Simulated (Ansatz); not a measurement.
**CH8InNSi: a ladder of functionals and wavefunction methods**

An exercise on one series of results from a longer session: the logs are not shown, and one member is left open.

Program: Ansatz 0.2.0, Gaussian basis. Level of theory: functionals in def2-TZVPP, the program's frozen cores in correlated methods. These are calculated values, not measurements.

Levels to be run: LDA (SPW92), PBE-D4, revPBE-D4, BLYP-D4, r2SCAN-D4, B97M-V, PBE0-D4, B3LYP-D4, r2SCANh-D4, r2SCAN0-D4, HSE06-D4, BHLYP-D4, CAM-B3LYP-D4, LC-ωPBE, ωB97X-V, ωB97M-V, B2PLYP, PBE-QIDH; CCSD(T)/def2-SVP; CCSD(T)/def2-TZVPP; MP2/def2-QZVPP; extrapolation to the limit; RPA on PBE.

## The relaxed structure

An earlier PBE0-D4 in a triple-zeta def2 set relaxation fixed the geometry. In takes the def2 core potential; no spin-orbit term is included.

SMILES `C[N]([SiH3])[InH2]`, 12 atoms, charge 0, spin multiplicity 1.

Atoms are counted from 1 here; the program's logs count them from 0.

Bond lengths: C1–N2 1.457 Å, C1–H5 1.098 Å, C1–H6 1.094 Å, C1–H7 1.098 Å, N2–Si3 1.718 Å, N2–In4 2.039 Å, Si3–H8 1.487 Å, Si3–H9 1.494 Å, Si3–H10 1.494 Å, In4–H11 1.715 Å, In4–H12 1.707 Å. Angles: N2–C1–H5 111.9°, N2–C1–H6 111.5°, N2–C1–H7 111.9°, H5–C1–H6 107.1°, H5–C1–H7 107.2°, H6–C1–H7 107.1°, C1–N2–Si3 116.6°, C1–N2–In4 120.2°, Si3–N2–In4 123.3°, N2–Si3–H8 108.2°, N2–Si3–H9 112.0°, N2–Si3–H10 112.0°, H8–Si3–H9 109.1°, H8–Si3–H10 109.1°, H9–Si3–H10 106.3°, N2–In4–H11 111.2°, N2–In4–H12 116.5°, H11–In4–H12 132.3°.

Set-up of the first run:

in.yaml reads:

```yaml
crystal:
  periodic: [false, false, false]
  atoms:
    - {symbol: C, position_ang: [-0.229467, 1.356802, -0.589463]}
    - {symbol: N, position_ang: [-0.051495, 0.004253, -0.079025]}
    - {symbol: Si, position_ang: [0.876322, -0.158650, 1.357760]}
    - {symbol: In, position_ang: [-0.883038, -1.578727, -1.058734]}
    - {symbol: H, position_ang: [0.730563, 1.833763, -0.827805]}
    - {symbol: H, position_ang: [-0.827567, 1.363960, -1.505347]}
    - {symbol: H, position_ang: [-0.741880, 2.003548, 0.135172]}
    - {symbol: H, position_ang: [0.939232, -1.602243, 1.709351]}
    - {symbol: H, position_ang: [0.278368, 0.597522, 2.499625]}
    - {symbol: H, position_ang: [2.265713, 0.365198, 1.189364]}
    - {symbol: H, position_ang: [-1.739383, -1.064019, -2.452621]}
    - {symbol: H, position_ang: [-0.617368, -3.121397, -0.378276]}
basis:
  gaussian: {orbitals: def2-TZVPP}
hamiltonian: {xc: lda}
output: {orbitals: {seedname: orbitals}}
```

The run is started by

```sh
$ ansatz run in.yaml --threads 4 --pin off --events-out ev --progress --plain --max-ram 10444MiB
```

Steps of the session up to this table: LDA; PBE-D4 (GGA); revPBE-D4 (GGA); BLYP-D4 (GGA); r2SCAN-D4 (meta-GGA); B97M-V (meta-GGA); B3LYP-D4 (hybrid); r2SCANh-D4 (hybrid); r2SCAN0-D4 (hybrid); HSE06-D4 (hybrid); BHLYP-D4 (hybrid); CAM-B3LYP-D4 (range-separated); LC-ωPBE (range-separated); ωB97X-V (range-separated); ωB97M-V (range-separated); B2PLYP (double hybrid); PBE-QIDH (double hybrid).

One of the session's tables, all rows but one given; the rest of the session is left out.

It belongs to the step «Orbital energies across the functionals». 

```
  functional  HOMO (eV)  LUMO (eV)  gap (eV)
 LDA (SPW92)      -5.71      -2.38      3.33
      PBE-D4          ?          ?         ?
   revPBE-D4      -5.50      -2.05      3.45
     BLYP-D4      -5.46      -2.11      3.35
   r2SCAN-D4      -5.77      -1.88      3.88
      B97M-V      -5.92      -2.21      3.71
     PBE0-D4      -6.73      -1.46      5.27
    B3LYP-D4      -6.54      -1.72      4.82
  r2SCANh-D4      -6.21      -1.64      4.57
  r2SCAN0-D4      -6.89      -1.29      5.59
    HSE06-D4      -6.33      -1.81      4.52
    BHLYP-D4      -7.86      -0.85      7.01
CAM-B3LYP-D4      -8.06      -0.68      7.38
     LC-ωPBE      -9.37       0.37      9.75
     ωB97X-V      -9.06       0.24      9.30
     ωB97M-V      -8.98      -0.07      8.92
```

Q: Estimate the row for PBE-D4 from the others.

The run gave: HOMO (eV): -5.56; LUMO (eV): -2.15; gap (eV): 3.41. In the column «HOMO (eV)» it lies between LDA (SPW92) (-5.71) and revPBE-D4 (-5.50).
